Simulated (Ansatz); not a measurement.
**BH₃OTe: one structure at several levels**

Aim: energy, forces and dipole at a structure displaced at random from a GFN2-xTB minimum, from CCSD(T) and from density functionals.

Computed with Ansatz 0.2.0, Gaussian basis. Level: single points in def2-TZVPP.

Correlated methods freeze the cores. Filled d shells of the heavier atoms are correlated. Core potentials replace the inner electrons past krypton, and spin-orbit coupling is left out.

## Step 1: The system as given

6 atoms, charge 0, spin multiplicity 1.

Atoms are counted from 1 here; the program's logs count them from 0.

Bond lengths: O1–B2 1.435 Å, O1–H4 1.014 Å, B2–Te3 2.131 Å, B2–H5 1.277 Å, Te3–H6 1.620 Å. Angles: B2–O1–H4 98.8°, O1–B2–Te3 131.2°, O1–B2–H5 102.7°, Te3–B2–H5 125.7°, B2–Te3–H6 90.4°.

Coordinates:

```xyz
6

O    -0.8624   -0.2243   -1.4063
B    -0.0053   -0.2315   -0.2556
Te    0.0112    0.9929    1.4887
H    -1.5579    0.4360   -1.0778
H     0.8897   -1.0833   -0.5767
H     1.4418    0.3713    1.9251
```

## Step 2: CCSD(T)/def2-TZVPP

File run/in.yaml:

```yaml
crystal:
  periodic: [false, false, false]
  atoms:
    - {symbol: O, position_ang: [-0.862400, -0.224300, -1.406300]}
    - {symbol: B, position_ang: [-0.005300, -0.231500, -0.255600]}
    - {symbol: Te, position_ang: [0.011200, 0.992900, 1.488700]}
    - {symbol: H, position_ang: [-1.557900, 0.436000, -1.077800]}
    - {symbol: H, position_ang: [0.889700, -1.083300, -0.576700]}
    - {symbol: H, position_ang: [1.441800, 0.371300, 1.925100]}
basis:
  gaussian: {orbitals: def2-TZVPP}
correlation: {method: ccsd_t}
output: {forces: true}
```

The command line of these runs was not kept.

## Step 3: PBE0-D4/def2-TZVPP

run/in.yaml: that of step 2 with these lines changed.

```diff
@@ -11,3 +11,3 @@
   gaussian: {orbitals: def2-TZVPP}
-correlation: {method: ccsd_t}
-output: {forces: true}
+hamiltonian: {xc: pbe0, dispersion: d4}
+output: {forces: true, orbitals: {seedname: orbitals}}
```

## Step 4: wB97M-V/def2-TZVPP

run/in.yaml: that of step 3 with these lines changed.

```diff
@@ -11,3 +11,3 @@
   gaussian: {orbitals: def2-TZVPP}
-hamiltonian: {xc: pbe0, dispersion: d4}
-output: {forces: true, orbitals: {seedname: orbitals}}
+hamiltonian: {xc: {name: wB97M-V}}
+output: {forces: true}
```

## Step 5: r2SCAN-D4/def2-TZVPP

run/in.yaml: that of step 4 with these lines changed.

```diff
@@ -11,3 +11,3 @@
   gaussian: {orbitals: def2-TZVPP}
-hamiltonian: {xc: {name: wB97M-V}}
+hamiltonian: {xc: r2scan, dispersion: d4}
 output: {forces: true}
```

## Step 6: PBE-D4/def2-TZVPP

run/in.yaml: that of step 5 with these lines changed.

```diff
@@ -11,3 +11,3 @@
   gaussian: {orbitals: def2-TZVPP}
-hamiltonian: {xc: r2scan, dispersion: d4}
+hamiltonian: {xc: pbe, dispersion: d4}
 output: {forces: true}
```

## Step 7: BLYP-D4/def2-TZVPP

run/in.yaml: that of step 6 with these lines changed.

```diff
@@ -11,3 +11,3 @@
   gaussian: {orbitals: def2-TZVPP}
-hamiltonian: {xc: pbe, dispersion: d4}
+hamiltonian: {xc: {name: BLYP}, dispersion: d4}
 output: {forces: true}
```

## Step 8: BHLYP-D4/def2-TZVPP

run/in.yaml: that of step 7 with these lines changed.

```diff
@@ -11,3 +11,3 @@
   gaussian: {orbitals: def2-TZVPP}
-hamiltonian: {xc: {name: BLYP}, dispersion: d4}
+hamiltonian: {xc: {name: BHLYP}, dispersion: d4}
 output: {forces: true}
```

(Steps that only read results are left out.)

**Question.** What will these runs give? Wanted: energy less free atoms, CCSD(T)/def2-TZVPP; RMS force component; RMS force error; HOMO and LUMO, PBE0-D4; T1 diagnostic.

**Answer**, as computed:

| quantity | value |
| --- | --- |
| energy less free atoms, CCSD(T)/def2-TZVPP | -19.632 eV |
| RMS force component | 1.467 to 1.934 eV/Å over the methods |
| RMS force error | PBE0-D4 0.136, wB97M-V 0.095, r2SCAN-D4 0.078, PBE-D4 0.233, BLYP-D4 0.257, BHLYP-D4 0.360 eV/Å |
| HOMO and LUMO, PBE0-D4 | -7.09 and -0.92 eV |
| T1 diagnostic | 0.014 |

**Reading.** Against CCSD(T) the functionals' energies less atoms differ by -1.044 to +0.353 eV, PBE-D4 by -1.044 eV. A larger basis would deepen the CCSD(T) value, while the functionals are nearly converged already, so the order here is not reliable. For forces r2SCAN-D4 does best and BHLYP-D4 worst. Frozen-core CCSD(T) forces in triple zeta carry basis errors of their own, and this is one geometry, so small gaps rank nothing.
